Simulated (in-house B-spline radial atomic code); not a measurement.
# Mo⁴¹⁺: ionisation energy by several methods

How far do functionals differ on the ionisation energy of Mo⁴¹⁺? Each run solves Mo⁴¹⁺ and then the next ion (bare nucleus).

Method: non-relativistic, several functionals, spin-polarised, exact exchange averaged over the configuration; spherical all-electron atom at the radial basis limit. Code: in-house B-spline radial atomic code version 1.

### Step 1. The atom as given

- element: molybdenum (Z = 42)
- charge: +41
- electrons: 1
- configuration: 1s1
- nucleus: point

Where spins are not typed, each open shell is filled with up spins first.

### Step 2. HSE06

Settings of the run:

```ini
Z = 42
electrons = 1.0
configuration = 1s1
hamiltonian = nr
method = hse06
spin_polarised = True
exact_exchange = averaged over the configuration
```

Run with:

```console
python run_scf.py task.json out
```

One command runs all members of the session, one after another, from task.json.

Main fields of the result record, rounded:

```text
{
  "status": "converged",
  "scf [iteration, energy, orbital gradient]": [
    [1, -881.813529951, 0.111],
    [2, -881.813994867, 0.000297],
    [3, -881.813994869, 0.000149],
    [4, -881.813994869, 7.48e-05],
    [5, -881.81399487, 2.08e-07]
  ],
  "energy [hartree]": {"total": -881.81399487, "kinetic": 881.808543351, "nuclear": -1763.80807761, "coulomb": 13.1202173202, "exact_exchange": -3.26453932964, "xc": -9.67013860428},
  "orbitals [hartree, bohr; first row names the columns]": [
    ["name", "occ", "eps", "<r>", "<r^2>", "<1/r>", "r_max", "density_at_nucleus"],
    ["1s up", 1.0, -874.59824, 0.035733, 0.0017031, 41.995, 0.023801, 23602.0]
  ],
  "sum_r [bohr^k]": {"-1": 41.99543, "1": 0.03573276, "2": 0.001703064},
  "density_at_nucleus [bohr^-3]": 23602.43,
  "spin_density_at_nucleus [bohr^-3]": 23602.43,
  "mass_velocity [hartree]": -103.3849,
  "darwin [hartree]": 82.91946,
  "radius_at_0.001 [bohr]": 0.2024,
  "radius_enclosing_fraction [bohr]": {"0.5": 0.03184, "0.9": 0.06342, "0.99": 0.1002},
  "slater [hartree]": {"F0(1s up,1s up)": 26.24},
  "ionisation_energy [hartree]": 881.813995
}
```

It took 0.02 s on 1 thread, shared host.

The run also solves the next ion with the same method; the record keeps the difference, ionisation_energy. radius_at_0.001 is where the density falls to 0.001 electrons per bohr³.

Radial density 4πr²n(r) and radial functions P(r) = rR(r):

| r (bohr) | 4πr²n | 1s up |
| --- | --- | --- |
| 0.00138 | 0.5030 | 0.7092 |
| 0.00175 | 0.7841 | 0.8855 |
| 0.00222 | 1.213 | 1.1013 |
| 0.00282 | 1.861 | 1.3641 |
| 0.00357 | 2.800 | 1.6733 |
| 0.00453 | 4.159 | 2.0393 |
| 0.00574 | 6.032 | 2.4559 |
| 0.00727 | 8.508 | 2.9168 |
| 0.00922 | 11.61 | 3.4080 |
| 0.0117 | 15.18 | 3.8966 |
| 0.0148 | 18.72 | 4.3269 |
| 0.0188 | 21.58 | 4.6458 |
| 0.0238 | 22.72 | 4.7669 |
| 0.0302 | 21.37 | 4.6227 |
| 0.0382 | 17.46 | 4.1788 |
| 0.0485 | 11.85 | 3.4430 |
| 0.0614 | 6.435 | 2.5366 |
| 0.0778 | 2.610 | 1.6156 |
| 0.0987 | 0.7282 | 0.8534 |
| 0.125 | 0.1288 | 0.3589 |

Clear maxima of the radial density (full grid of the record): 0.024 bohr.

### Step 3. ωB97X

Settings: those of step 2 with these lines changed.

```diff
@@ -4,3 +4,3 @@
 hamiltonian = nr
-method = hse06
+method = wb97x
 spin_polarised = True
```

Results of the run:

```text
{
  "status": "converged",
  "scf [iteration, energy, orbital gradient]": [
    [1, -882.512756668, 0.156],
    [2, -882.513522634, 0.000966],
    [3, -882.513522666, 0.000489],
    [4, -882.513522675, 0.000248],
    [5, -882.513522678, 3.4e-06],
    [6, -882.513522678, 1.35e-08]
  ],
  "energy [hartree]": {"total": -882.513522678, "kinetic": 882.578057434, "nuclear": -1764.57728947, "coulomb": 13.1287869314, "exact_exchange": -2.21303798351, "xc": -11.4300395934},
  "orbitals [hartree, bohr; first row names the columns]": [
    ["name", "occ", "eps", "<r>"],
    ["1s up", 1.0, -874.09569, 0.035705]
  ],
  "sum_r [bohr^k]": {"-1": 42.01374, "1": 0.03570475, "2": 0.001699984},
  "ionisation_energy [hartree]": 882.513523
}
```

Run time: 0.11 s. Hardware: 1 thread, shared host.

### Step 4. B3LYP

Settings: those of step 3 with these lines changed.

```diff
@@ -4,3 +4,3 @@
 hamiltonian = nr
-method = wb97x
+method = b3lyp
 spin_polarised = True
```

Results of the run:

```text
{
  "status": "converged",
  "scf [iteration, energy, orbital gradient]": [
    [1, -881.785480948, 0.0939],
    [2, -881.785863136, 0.000215],
    [3, -881.785863137, 0.000108],
    [4, -881.785863138, 5.39e-05],
    [5, -881.785863138, 1.35e-07]
  ],
  "energy [hartree]": {"total": -881.785863138, "kinetic": 881.770911695, "nuclear": -1763.77052877, "coulomb": 13.120240966, "exact_exchange": -2.6240481932, "xc": -10.2824388333},
  "orbitals [hartree, bohr; first row names the columns]": [
    ["name", "occ", "eps", "<r>"],
    ["1s up", 1.0, -874.09599, 0.035732]
  ],
  "sum_r [bohr^k]": {"-1": 41.99454, "1": 0.03573211, "2": 0.001702943},
  "ionisation_energy [hartree]": 881.785863
}
```

Wall time 0.01 s (1 thread, shared host).

### Step 5. All methods side by side

| method | rung | total energy (hartree) | ΔSCF (eV) | −ε highest (eV) | ΔSCF less tabulated (eV) |
| --- | --- | --- | --- | --- | --- |
| B3LYP | global hybrid | -881.7859 | 23994.6 | 23785.4 (1s up) | -577.6 |
| HSE06 | range-separated hybrid | -881.8140 | 23995.4 | 23799.0 (1s up) | -576.8 |
| ωB97X | range-separated hybrid | -882.5135 | 24014.4 | 23785.4 (1s up) | -557.8 |

What this shows: The tabulated ionisation energy is 24572.2 ± 0.004 eV (tabulated theoretical; NIST Atomic Spectra Database). ωB97X comes nearest (-557.8 eV) and B3LYP is farthest (-577.6 eV, 2.4 %). All methods miss on the same side by much the same amount, which points to something that they share. These runs lack relativity altogether, which can outweigh the gaps between the methods, so the nearest may be so by luck. These runs leave out relativity, which matters at this nuclear charge.

Cost against accuracy (CPU time on one thread of a shared host; * marks runs that also wrote radial tables):

| method | CPU time | miss (eV) |
| --- | --- | --- |
| B3LYP | 0.01 s | -577.6 |
| HSE06* | 0.02 s | -576.8 |
| ωB97X* | 0.1 s | -557.8 |
